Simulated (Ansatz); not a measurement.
**CH5NSSi: small, medium and large basis sets**

The task here is to estimate one member of a computed series from the others.

Program: Ansatz 0.2.0, Gaussian basis. Level of theory: one geometry, several basis sets. These are calculated values, not measurements.

The runs, in order: PBE0-D4/def2-SVP; ωB97M-V/def2-SVP; PBE0-D4/def2-QZVPP; ωB97M-V/def2-QZVPP; the functionals' def2-TZVPP values are taken from earlier runs.

### The geometry

An earlier PBE0-D4 in a triple-zeta def2 set relaxation fixed the geometry.

9 atoms, charge 0, spin multiplicity 1.

Atoms are counted from 1 here; the program's logs count them from 0.

Bond lengths: N1–Si2 1.700 Å, N1–H5 1.009 Å, N1–H6 1.004 Å, Si2–C3 1.883 Å, Si2–H7 1.494 Å, Si2–H8 1.490 Å, C3–S4 1.612 Å, C3–H9 1.094 Å. Angles: Si2–N1–H5 117.5°, Si2–N1–H6 124.1°, H5–N1–H6 113.3°, N1–Si2–C3 106.7°, N1–Si2–H7 115.5°, N1–Si2–H8 113.3°, C3–Si2–H7 106.8°, C3–Si2–H8 107.8°, H7–Si2–H8 106.4°, Si2–C3–S4 123.7°, Si2–C3–H9 117.9°, S4–C3–H9 118.4°.

Set-up of the first run:

Contents of in.yaml:

```yaml
crystal:
  periodic: [false, false, false]
  atoms:
    - {symbol: N, position_ang: [-0.871836, 0.483656, -1.088325]}
    - {symbol: Si, position_ang: [0.614318, 0.266901, -0.291969]}
    - {symbol: C, position_ang: [0.234987, -0.593079, 1.339954]}
    - {symbol: S, position_ang: [-1.228254, -1.134231, 1.746251]}
    - {symbol: H, position_ang: [-1.674181, -0.004346, -0.718002]}
    - {symbol: H, position_ang: [-0.961472, 0.713868, -2.061721]}
    - {symbol: H, position_ang: [1.608104, -0.587334, -1.008637]}
    - {symbol: H, position_ang: [1.308776, 1.547640, 0.019375]}
    - {symbol: H, position_ang: [1.058059, -0.739376, 2.045974]}
basis:
  gaussian: {orbitals: def2-SVP}
hamiltonian: {xc: pbe0, dispersion: d4}
output: {orbitals: {seedname: orbitals}}
```

Run with:

```console
ansatz run in.yaml --threads 2 --pin off --events-out ev --progress --plain --max-ram 4352MiB
```

Steps of the session up to this table: PBE0-D4 in def2-SVP; ωB97M-V in def2-SVP; PBE0-D4 in def2-QZVPP; ωB97M-V in def2-QZVPP.

One table of the session follows, with a row left open; its other results are not shown here.

It belongs to the step «Functionals by basis». 

```
functional       basis  HOMO (eV)  LUMO (eV)
   PBE0-D4    def2-SVP      -6.39      -2.55
   PBE0-D4  def2-TZVPP      -6.52      -2.71
   PBE0-D4  def2-QZVPP      -6.55      -2.75
   ωB97M-V    def2-SVP          ?          ?
   ωB97M-V  def2-TZVPP      -8.69      -0.52
   ωB97M-V  def2-QZVPP      -8.73      -0.59
```

Q: Estimate the row for ωB97M-V, def2-SVP from the others.

**Answer.** HOMO (eV): -8.54; LUMO (eV): -0.28. In the column «HOMO (eV)» it lies between ωB97M-V, def2-TZVPP (-8.69) and PBE0-D4, def2-QZVPP (-6.55).
